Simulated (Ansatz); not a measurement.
# TiC: pressure up to the limit of the methods

The task here is to estimate one member of a computed series from the others.

Computed with Ansatz 0.2.0 (DFT, PBE, PAW with Ansatz's default frozen-core files, scalar-relativistic, unless a step's input says otherwise).

### The system as given

It takes space group Fm-3m (No. 225, cubic). Conventional cell: a = 4.309 Å, b = 4.309 Å, c = 4.309 Å, α = 90.00°, β = 90.00°, γ = 90.00°. Around Ti (site symmetry m-3m) lie 6 C at 2.15 Å. C (site symmetry m-3m) has 6 Ti at 2.15 Å as nearest neighbours.

Coordinates:

```
Ti C
1.0
     0.00000    2.15443    2.15443
     2.15443    0.00000    2.15443
     2.15443    2.15443    0.00000
Ti C
1 1
Cartesian
  0.0000 0.0000 0.0000
  2.1544 2.1544 2.1544
```

Whether this phase is the stable one at these pressures isn't tested.

Atoms are numbered in the order of the input: Ti1, C2.

Set-up of the first run:

input.yaml

```yaml
crystal:
  lattice:
    - [0.0, 2.15443469, 2.15443469]
    - [2.15443469, 0.0, 2.15443469]
    - [2.15443469, 2.15443469, 0.0]
  atoms:
    - { symbol: Ti, position: [0.0, 0.0, 0.0] }
    - { symbol: C, position: [0.5, 0.5, 0.5] }
kpoints:
  mp_grid: { grid: [15, 15, 15] }
scf:
  occupations: { method: fermi_dirac, width: 0.05 }
hamiltonian:
  xc: pbe
  pseudopotentials: { kind: paw }
output:
  forces: true
  stress: true
  write_density: true
  write_potential: true
  elf: true
  volumetric_format: npy
relax:
  f_tol: 0.005
  max_steps: 40
  cell: {}
```

The run is started by

```sh
ansatz run input.yaml --threads 1 --pin off --max-ram 2048MiB --backend cpu --events-out ev --progress --plain --runs-dir out
```

Steps of the session up to this table: Cell relaxed at zero pressure, PAW; Volume scaled by 1, PAW; Volume scaled by 0.94, PAW; Volume scaled by 0.88, PAW; Volume scaled by 0.8, PAW; Volume scaled by 0.72, PAW; Volume scaled by 0.64, PAW; Volume scaled by 0.55, PAW; Volume scaled by 0.55, PAW (cutoff 800 eV).

One of the session's tables, all rows but one given; the rest of the session is left out.

| method | volume over the first | volume (Å³/atom) | pressure (GPa) |
| --- | --- | --- | --- |
| PAW | 1 | 10.167 | 0.05 |
| PAW | 0.94 | 9.557 | 17.60 |
| PAW | 0.88 | ? | ? |
| PAW | 0.8 | 8.133 | 87.03 |
| PAW | 0.72 | 7.320 | 157.04 |
| PAW | 0.64 | 6.507 | 267.03 |
| PAW | 0.55 | 5.592 | 474.36 |
| PAW (cutoff 800 eV) | 0.55 | 5.592 | 474.10 |

Q: Estimate the row for PAW, 0.88 from the others.

As computed: volume (Å³/atom): 8.947; pressure (GPa): 41.37. In the column «volume (Å³/atom)» it lies between PAW, 0.8 (8.133) and PAW, 0.94 (9.557).
